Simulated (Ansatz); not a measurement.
# H5NOSn: the cost of one run

The runs use Ansatz 0.2.0, Gaussian basis; PBE0-D4, def2-SVP first, then def2-TZVP.

105 further runs of the same task are left out: 105 set aside as unsound or not needed.

### 1 The starting structure

The guess: 8 atoms, charge 0, spin multiplicity 1.

Atoms are counted from 1 here; the program's logs count them from 0.

Bond lengths: Sn1–O2 2.323 Å, Sn1–N3 1.944 Å, Sn1–H5 1.706 Å, Sn1–H6 1.744 Å, O2–H4 1.229 Å, O2–H7 0.956 Å, N3–H8 1.015 Å. Angles: O2–Sn1–N3 69.5°, O2–Sn1–H5 100.8°, O2–Sn1–H6 104.9°, N3–Sn1–H5 115.2°, N3–Sn1–H6 137.9°, H5–Sn1–H6 106.8°, Sn1–O2–H4 69.7°, Sn1–O2–H7 123.5°, H4–O2–H7 110.6°, Sn1–N3–H8 118.6°.

As a file:

```xyz
8
charge 0, multiplicity 1
Sn   -0.5303    0.5311    0.6960
O     1.3209   -0.5915   -0.1467
N    -0.9559   -0.2988   -1.0091
H     0.3611   -0.7260   -0.9027
H     0.0079    2.1475    0.6032
H    -0.5761    0.1107    2.3878
H     2.0438   -0.1543   -0.5945
H    -1.6714   -1.0188   -1.0340
```

Distances that are to change: O2–H4 1.23 Å, Sn1–O2 2.32 Å, N3–H4 1.39 Å.

### 2 Relaxing the guess with the reacting distances held

hold/in.yaml

```yaml
crystal:
  periodic: [false, false, false]
  atoms:
    - {symbol: Sn, position_ang: [-0.530300, 0.531100, 0.696000]}
    - {symbol: O, position_ang: [1.320900, -0.591500, -0.146700]}
    - {symbol: N, position_ang: [-0.955900, -0.298800, -1.009100]}
    - {symbol: H, position_ang: [0.361100, -0.726000, -0.902700]}
    - {symbol: H, position_ang: [0.007900, 2.147500, 0.603200]}
    - {symbol: H, position_ang: [-0.576100, 0.110700, 2.387800]}
    - {symbol: H, position_ang: [2.043800, -0.154300, -0.594500]}
    - {symbol: H, position_ang: [-1.671400, -1.018800, -1.034000]}
basis:
  gaussian: {orbitals: def2-SVP}
hamiltonian: {xc: pbe0, dispersion: d4}
relax: {f_tol: 0.04, max_steps: 150, escape_saddle: false, constraints: [{distance: [1, 3]}, {distance: [0, 1]}, {distance: [2, 3]}]}
```

The run is started by

```
ansatz run in.yaml --threads 4 --pin off --events-out ev --progress --plain --max-ram 9574MiB
```

**Question.** How long does this run take on 4 threads of Arm Neoverse V2, shared host?

About 6 s.
